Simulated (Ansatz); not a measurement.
# ZrB2: a line through an energy map

Method: DFT PBEsol, scalar-relativistic, plane waves, PAW, in Ansatz 0.2.0.

## (1) The starting structure

The structure is hexagonal, space group P6/mmm (No. 191). Conventional cell: a = 3.155 Å, b = 3.155 Å, c = 3.507 Å, α = 90.00°, β = 90.00°, γ = 120.00°. Zr (site symmetry 6/mmm) is surrounded by 12 B at 2.53 Å. B (site symmetry -6m2) is surrounded by 3 B at 1.82 Å and 6 Zr at 2.53 Å.

Structure file:

```
CELL_PARAMETERS angstrom
3.15484 0.00000 0.00000
-1.57742 2.73217 0.00000
0.00000 0.00000 3.50674
ATOMIC_POSITIONS crystal
Zr 0.00000 0.00000 0.00000
B 0.33333 0.66667 0.50000
B 0.66667 0.33333 0.50000
```

It is the result of an earlier relaxation at this level (volume 10.08 Å³/atom; gap on the mesh: none (metal)).

## (2) The scan

The energy is mapped over the lattice constants a and c of the conventional cell.

The axes are (1) lattice constant a (and b): 7 values from 3.060 to 3.249 Å; (2) lattice constant c: 7 values from 3.331 to 3.682 Å.

Nothing else is relaxed (symmetry fixes all fractional coordinates). Energies count from the relaxed crystal. Points are written as (first, second).

## (3) Point (3.218 Å, 3.331 Å)

input.yaml

```yaml
crystal:
  lattice:
    - [3.2179, 0.0, 0.0]
    - [-1.60895, 2.7867831468, 0.0]
    - [0.0, 0.0, 3.3314]
  atoms:
    - { symbol: Zr, position: [0.0, 0.0, 0.0] }
    - { symbol: B, position: [0.3333333333, 0.6666666667, 0.5] }
    - { symbol: B, position: [0.6666666667, 0.3333333333, 0.5] }
basis:
  ecutwfc: 520.0
kpoints:
  mp_grid: { grid: [15, 15, 12] }
hamiltonian:
  xc: pbesol
scf:
  occupations: { method: gaussian, width: 0.15 }
output:
  forces: true
  stress: true
  eigenvalues: true
  write_density: true
  write_potential: true
  elf: true
  volumetric_format: npy
```

The run is started by

```sh
$ ansatz run input.yaml --threads 1 --pin off --max-ram 2048MiB --backend cpu --events-out ev --progress --plain --runs-dir out
```

**Question.** How long does this run take on 1 thread of Arm Neoverse V1, shared host, and how much memory does it need?

About 8 s, with a peak of 0.37 GiB.
